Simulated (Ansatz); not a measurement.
# CH6SSeSi: the cost of one run

Method: RHF/def2-SVP; program: Ansatz 0.2.0.

**1. Starting geometry**

10 atoms, charge 0, spin multiplicity 1.

Atoms are counted from 1 here; the program's logs count them from 0.

Bond lengths: C1–S2 1.836 Å, C1–H5 1.106 Å, C1–H6 1.108 Å, C1–H7 1.109 Å, S2–Si3 2.148 Å, Si3–Se4 2.315 Å, Si3–H8 1.505 Å, Si3–H9 1.500 Å, Se4–H10 1.485 Å. Angles: S2–C1–H5 106.7°, S2–C1–H6 111.5°, S2–C1–H7 110.4°, H5–C1–H6 109.0°, H5–C1–H7 109.2°, H6–C1–H7 110.0°, C1–S2–Si3 99.9°, S2–Si3–Se4 113.4°, S2–Si3–H8 112.6°, S2–Si3–H9 104.4°, Se4–Si3–H8 106.0°, Se4–Si3–H9 109.3°, H8–Si3–H9 111.2°, Si3–Se4–H10 92.0°.

Geometry (Å):

```mol
CH6SSeSi
  3D, bonds by distance, orders not assigned

 10  9  0  0  0  0  0  0  0  0999 V2000
    0.0183    1.4590    0.9009 C   0  0
   -0.2545   -0.2042    1.6298 S   0  0
    0.1185   -1.4280   -0.0959 Si  0  0
   -1.2304   -0.9051   -1.9030 Se  0  0
   -0.2972    2.1953    1.6640 H   0  0
    1.0866    1.6251    0.6587 H   0  0
   -0.6018    1.5892   -0.0088 H   0  0
    1.5360   -1.3149   -0.5898 H   0  0
   -0.1851   -2.8232    0.3629 H   0  0
   -0.1073   -0.2442   -2.6157 H   0  0
  1  2  8  0
  1  5  8  0
  1  6  8  0
  1  7  8  0
  2  3  8  0
  3  4  8  0
  3  8  8  0
  3  9  8  0
  4 10  8  0
M  END
```

This geometry comes from a loose relaxation at PBE in a small basis, which is not shown.

**3. Setting up the map**

- dihedral C1–S2–Si3–Se4: 18 values from −180 to 160 °, periodic
- dihedral S2–Si3–Se4–H10: 18 values from −180 to 160 °, periodic

Nothing else is relaxed (all other coordinates rigid). Energies count from the relaxed molecule at the same level. Points are written as (first, second).

(The set-up runs are not shown.)

**4. Point (160°, 100°)**

Contents of input.yaml:

```yaml
crystal:
  periodic: [false, false, false]
  atoms:
    - { symbol: C, position_ang: [0.027269, 1.521315, 1.03418] }
    - { symbol: S, position_ang: [-0.391861, -0.181461, 1.553343] }
    - { symbol: Si, position_ang: [0.123957, -1.335904, -0.169775] }
    - { symbol: Se, position_ang: [0.414348, -3.547435, 0.409965] }
    - { symbol: H, position_ang: [-0.252919, 2.170374, 1.860474] }
    - { symbol: H, position_ang: [1.095018, 1.621179, 0.850993] }
    - { symbol: H, position_ang: [-0.532487, 1.808926, 0.147795] }
    - { symbol: H, position_ang: [-0.925093, -1.293372, -1.210137] }
    - { symbol: H, position_ang: [1.372207, -0.737775, -0.675802] }
    - { symbol: H, position_ang: [-0.902284, -3.967282, -0.048306] }
basis:
  gaussian: { orbitals: def2-SVP }
hamiltonian:
  xc: hf
output:
  forces: true
```

Run with:

```sh
ansatz run input.yaml --threads 1 --pin off --max-ram 2560MiB --backend cpu --events-out ev --progress --plain --runs-dir out
```

**Question.** How long does this run take on 1 thread of Arm Neoverse N1, shared host, and how much memory does it need?

About 5.1 s, with a peak of 0.22 GiB.
